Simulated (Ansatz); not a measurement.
# Ti started on a Mg site in perovskite KMgF3, 40 atoms, charge 0

How does the host give way around this defect, and what happens to the levels at the gap? The levels of theory are PBEsol, HSE06 and r²SCAN.

Method: density functional theory in Ansatz 0.2.0, PAW datasets, plane waves.

## Step 1: The system as built

40 atoms (8 K, 1 Ti, 7 Mg, 24 F); a = 7.983 Å, b = 7.983 Å, c = 7.983 Å, α = 90.00°, β = 90.00°, γ = 90.00°. All atoms were shaken off their sites by about 0.02 Å along each axis. Defect site 1: (0.250, 0.250, 0.250).

Plan of the steps: (2) PBEsol relaxation at the single k point (¼, ¼, ¼), on 7 threads of Arm Neoverse-V2; (3) HSE06 single point at the single k point (¼, ¼, ¼), on 7 threads of Arm Neoverse-V2; (4) r²SCAN single point at the single k point (¼, ¼, ¼), on 7 threads of Arm Neoverse-V2.

## Step 2: Relaxation of the positions (PBEsol)

in.yaml

```yaml
crystal:
  lattice:
    - [7.982544, 0.000000, 0.000000]
    - [0.000000, 7.982544, 0.000000]
    - [0.000000, 0.000000, 7.982544]
  atoms:
    - { symbol: K, position: [0.003090, 0.997076, 0.997448] }
    - { symbol: K, position: [0.000104, 0.997436, 0.502847] }
    - { symbol: K, position: [0.000590, 0.497233, 0.999780] }
    - { symbol: K, position: [0.001060, 0.498407, 0.499433] }
    - { symbol: K, position: [0.502538, 0.000932, 0.002936] }
    - { symbol: K, position: [0.500462, 0.003178, 0.495152] }
    - { symbol: K, position: [0.502508, 0.502051, 0.000642] }
    - { symbol: K, position: [0.498885, 0.501030, 0.499476] }
    - { symbol: Ti, position: [0.251499, 0.245072, 0.248809] }
    - { symbol: Mg, position: [0.248656, 0.251766, 0.749460] }
    - { symbol: Mg, position: [0.252616, 0.749840, 0.252779] }
    - { symbol: Mg, position: [0.252601, 0.749261, 0.750892] }
    - { symbol: Mg, position: [0.753166, 0.252006, 0.252556] }
    - { symbol: Mg, position: [0.753612, 0.257587, 0.752809] }
    - { symbol: Mg, position: [0.747998, 0.749015, 0.249815] }
    - { symbol: Mg, position: [0.752152, 0.750626, 0.745661] }
    - { symbol: F, position: [0.250237, 0.248773, 0.000322] }
    - { symbol: F, position: [0.249091, 0.248269, 0.496402] }
    - { symbol: F, position: [0.249686, 0.748139, 0.000664] }
    - { symbol: F, position: [0.245542, 0.753749, 0.496227] }
    - { symbol: F, position: [0.748035, 0.249254, 0.000497] }
    - { symbol: F, position: [0.753238, 0.249520, 0.498523] }
    - { symbol: F, position: [0.749548, 0.749137, 0.999534] }
    - { symbol: F, position: [0.750946, 0.747011, 0.498273] }
    - { symbol: F, position: [0.001701, 0.250237, 0.251330] }
    - { symbol: F, position: [0.999436, 0.242961, 0.752993] }
    - { symbol: F, position: [0.999434, 0.755305, 0.251048] }
    - { symbol: F, position: [0.999157, 0.750455, 0.750881] }
    - { symbol: F, position: [0.501959, 0.252091, 0.249219] }
    - { symbol: F, position: [0.501187, 0.251091, 0.754346] }
    - { symbol: F, position: [0.500003, 0.749466, 0.255299] }
    - { symbol: F, position: [0.501184, 0.750042, 0.750270] }
    - { symbol: F, position: [0.250521, 0.000811, 0.249572] }
    - { symbol: F, position: [0.251885, 0.000459, 0.748217] }
    - { symbol: F, position: [0.252672, 0.497971, 0.248928] }
    - { symbol: F, position: [0.249826, 0.499428, 0.746822] }
    - { symbol: F, position: [0.753712, 0.996182, 0.245826] }
    - { symbol: F, position: [0.748262, 0.999447, 0.748962] }
    - { symbol: F, position: [0.751283, 0.505056, 0.253038] }
    - { symbol: F, position: [0.748803, 0.500718, 0.750906] }
  symmetry: { detect: false }
kpoints:
  mp_grid: { grid: [1, 1, 1], shift: [0.25, 0.25, 0.25] }
hamiltonian:
  xc: pbesol
scf:
  occupations: { method: fermi_dirac, width: 0.01 }
relax:
  f_tol: 0.03
  max_steps: 80
  escape_saddle: false
  adjacent_minimum: "off"
output:
  forces: true
  eigenvalues: true
  populations: true
```

Run with:

```console
$ ansatz run in.yaml --threads 7 --pin off --max-ram 13300MiB --runs-dir r --events-out ev --progress --plain
```

The runs that follow: HSE06 single point; r²SCAN on the same atoms.

What does the calculation give? Wanted: for each run, top filled to lowest empty.

As calculated:

```
             level                     time  top filled to lowest empty (eV)
PBEsol, relaxation     30 s (7 CPU threads)                             none
             HSE06  4.2 min (7 CPU threads)                             2.42
            r²SCAN     44 s (7 CPU threads)                             none
```

```
     quantity                             value
   relaxation  5 recorded steps, 0.41 eV gained
largest shift                      0.09 Å (F18)
```

**In words.** Relaxation gains 0.41 eV, with shifts up to 0.09 Å (F18). The HSE06 single point took about 5.7 times as long as the r²SCAN one on the same kind of device. PBEsol and r²SCAN leave levels partly filled (a spacing under the smearing width does that too), while HSE06 opens a spacing of 2.42 eV.
